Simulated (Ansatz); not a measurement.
# Cu12HF: the cost of one run

Method: DFT PBE, scalar-relativistic, plane waves, PAW, in Ansatz 0.2.0.

9 further runs of the same task are left out: 9 set aside as unsound or not needed. Runs told in other sessions of the task aren't counted.

## (1) Starting point

The structure is cubic, space group Fm-3m (No. 225). The conventional cell has a = 3.629 Å, b = 3.629 Å, c = 3.629 Å, α = 90.00°, β = 90.00°, γ = 90.00°. Cu (site symmetry m-3m) has 12 Cu at 2.57 Å in its first shell of neighbours.

As a file:

```cif
data_structure
_symmetry_space_group_name_H-M 'Fm-3m'
_symmetry_Int_Tables_number 225
_cell_length_a 3.6288
_cell_length_b 3.6288
_cell_length_c 3.6288
_cell_angle_alpha 90.000
_cell_angle_beta 90.000
_cell_angle_gamma 90.000
_cell_volume 47.79
loop_
_atom_site_label
_atom_site_type_symbol
_atom_site_symmetry_multiplicity
_atom_site_Wyckoff_symbol
_atom_site_fract_x
_atom_site_fract_y
_atom_site_fract_z
_atom_site_occupancy
Cu1 Cu 4 a 0.00000 0.00000 0.00000 1
```

It is the result of an earlier relaxation at this level (volume 11.95 Å³/atom; gap on the mesh: none (metal)).

## (2) The grid

Atoms count from 1 in the order of the input.

HF lies flat over one site of a rigid substrate while its bond length and height are varied.

The axes are (1) distance F13-H14: 8 values from 0.830 to 2.830 Å; (2) height of the HF axis above the plane of Cu9: 8 values from 0.80 to 3.60 Å.

Nothing else is relaxed. Points are written as (first, second).

## (3) Point (0.830 Å, 0.80 Å)

A dipole layer in the vacuum cancels the field that periodic copies would set up if the slab's two faces differ.

input.yaml reads:

```yaml
crystal:
  lattice:
    - [5.1319544646, 0.0, 0.0]
    - [-2.5659772323, 4.4444029374, 0.0]
    - [0.0, 0.0, 22.1215701967]
  atoms:
    - { symbol: Cu, position: [0.3333333333, 0.1666666667, 0.1808189909] }
    - { symbol: Cu, position: [0.3333333333, 0.6666666667, 0.1808189909] }
    - { symbol: Cu, position: [0.8333333333, 0.1666666667, 0.1808189909] }
    - { symbol: Cu, position: [0.8333333333, 0.6666666667, 0.1808189909] }
    - { symbol: Cu, position: [0.1666666667, 0.3333333333, 0.2739718312] }
    - { symbol: Cu, position: [0.1666666667, 0.8333333333, 0.2739718312] }
    - { symbol: Cu, position: [0.6666666667, 0.3333333333, 0.2739718312] }
    - { symbol: Cu, position: [0.6666666667, 0.8333333333, 0.2739718312] }
    - { symbol: Cu, position: [0.0, 0.0, 0.3671335319] }
    - { symbol: Cu, position: [0.0, 0.5, 0.3671335319] }
    - { symbol: Cu, position: [0.5, 0.0, 0.3671335319] }
    - { symbol: Cu, position: [0.5, 0.5, 0.3671335319] }
    - { symbol: F, position: [0.2866453973, 0.2133546027, 0.40329733] }
    - { symbol: H, position: [0.3800212694, 0.1199787306, 0.40329733] }
basis:
  ecutwfc: 420
kpoints:
  mp_grid: { grid: [6, 6, 1] }
hamiltonian:
  xc: pbe
  pseudopotentials: { kind: paw, azcp: { folder: soft_1 } }
scf:
  occupations: { method: gaussian, width: 0.1 }
output:
  forces: true
  eigenvalues: true
  write_density: true
  write_potential: true
  elf: true
  volumetric_format: npy
efield:
  axis: 3
  dipole_correction: true
  ramp_width: 0.04
```

Launch:

```
> ansatz run input.yaml --threads 4 --pin off --max-ram 12288MiB --backend cpu --events-out ev --progress --plain --runs-dir out
```

Q: Estimate wall time and peak memory on 4 threads of Arm Neoverse N1, shared host.

About 77 s, with a peak of 1.9 GiB.
